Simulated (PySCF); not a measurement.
**Solver options tried on InSe**

The same problem is solved with other solver options, one edit a run.

Computed with PySCF 2.14.0. Level: method and basis as typed in the scripts.

3 further runs of the same task are left out: 1 for a known fault of the program, 2 that didn't finish.

### 1 The starting structure

InSe: 2 atoms, charge 0, spin multiplicity 2.

Bond lengths: In1–Se2 2.505 Å.

### 2 The base run

input.py reads:

```python
from pyscf import gto, scf, mp

mol = gto.M(
    atom='In 0 0 0; Se 0 0 2.505',
    basis='ano-rcc-vdzp',
    charge=0,
    spin=1,
    symmetry=True,
    verbose=4,
)
mf = scf.UHF(mol)
mf = mf.sfx2c1e()
mf.kernel()
mp.MP2(mf, frozen=27).kernel()
mf.dip_moment()
print('orbital energies (hartree):', [e[max(0, n-3):n+3].round(4) for e, n in zip(mf.mo_energy, mol.nelec)])
```

Run with:

```console
> OMP_NUM_THREADS=1 python input.py
```

Its log is not repeated here.

In short: E(SCF) = -8306.333442 Eh, 15 cycles, E(MP2) − E(SCF) = -0.50095 Eh, ⟨S²⟩ = 0.796, μ = 5.17 D (of the SCF density).

The bond length is a typed value, not an optimised one.

### 3 Smearing width 0.001 hartree

Edit 1 changes smearing width: none → 0.001 hartree; step after the SCF: mp2 → none.

input.py reads:

```python
from pyscf import gto, scf

mol = gto.M(
    atom='In 0 0 0; Se 0 0 2.505',
    basis='ano-rcc-vdzp',
    charge=0,
    spin=1,
    symmetry=True,
    verbose=4,
)
mf = scf.UHF(mol)
mf = mf.sfx2c1e()
mf = scf.addons.smearing_(mf, sigma=0.001, method='fermi')
mf.kernel()
mf.dip_moment()
print('orbital energies (hartree):', [e[max(0, n-3):n+3].round(4) for e, n in zip(mf.mo_energy, mol.nelec)])
```

Run with:

```console
> OMP_NUM_THREADS=1 python input.py
```

### 4 Point-group symmetry off

Edit 2 changes point-group symmetry: on → off.

Edit input.py of step 2 so:

```diff
@@ -7,3 +7,2 @@
     spin=1,
-    symmetry=True,
     verbose=4,
```

### 5 Convergence threshold 1e-13 hartree

Edit 3 changes convergence threshold: default → 1e-13 hartree.

Edit input.py of step 2 so:

```diff
@@ -12,2 +12,3 @@
 mf = mf.sfx2c1e()
+mf.conv_tol = 1e-13
 mf.kernel()
```

### 6 Level shift 0.1 hartree

Edit 4 changes level shift: none → 0.1 hartree.

Edit input.py of step 2 so:

```diff
@@ -12,2 +12,3 @@
 mf = mf.sfx2c1e()
+mf.level_shift = 0.1
 mf.kernel()
```

What does the calculation give? Wanted: for each run, E(SCF); from base; gap, α spin; SCF dipole; after the SCF.

The runs gave:

```csv
run,E(SCF) (hartree),from base (eV),cycles,"gap, α spin (eV)",SCF dipole (D),after the SCF
base,-8306.333442,0,15,9.28,5.17,"MP2 correlation -13.631 eV, core frozen"
smearing width 0.001 hartree,-8306.254101,not comparable,11,n/a,5.28,n/a
point-group symmetry off,-8306.333442,0.0000,15,9.28,5.17,"MP2 correlation -13.631 eV, core frozen"
convergence threshold 1e-13 hartree,-8306.333442,0.0000,50,9.28,5.17,"MP2 correlation -13.631 eV, core frozen"
level shift 0.1 hartree,-8306.333442,0.0000,17,9.28,5.17,"MP2 correlation -13.631 eV, core frozen"
```

Distance from each run's final energy (log10 hartree) by cycle:

| run | cycle 1 | cycle 2 | cycle 3 | cycle 5 | cycle 8 | cycle 12 |
| --- | --- | --- | --- | --- | --- | --- |
| base | -1.1 | -1.3 | -2.5 | -3.5 | -4.9 | -7.8 |
| smearing width 0.001 hartree | -1.1 | -1.2 | -3.2 | -5.1 | -7.8 | done |
| point-group symmetry off | -1.1 | -1.3 | -2.5 | -3.5 | -4.9 | -7.8 |
| convergence threshold 1e-13 hartree | -1.1 | -1.3 | -2.5 | -3.5 | -4.9 | -7.8 |
| level shift 0.1 hartree | -1.1 | -1.8 | -2.4 | -3.5 | -4.5 | -7.1 |

**Reading.** With point-group symmetry off or convergence threshold 1e-13 hartree or level shift 0.1 hartree the SCF ends at the base energy. With point-group symmetry off, level shift 0.1 hartree the path hardly changes: 15 to 17 cycles against 15.
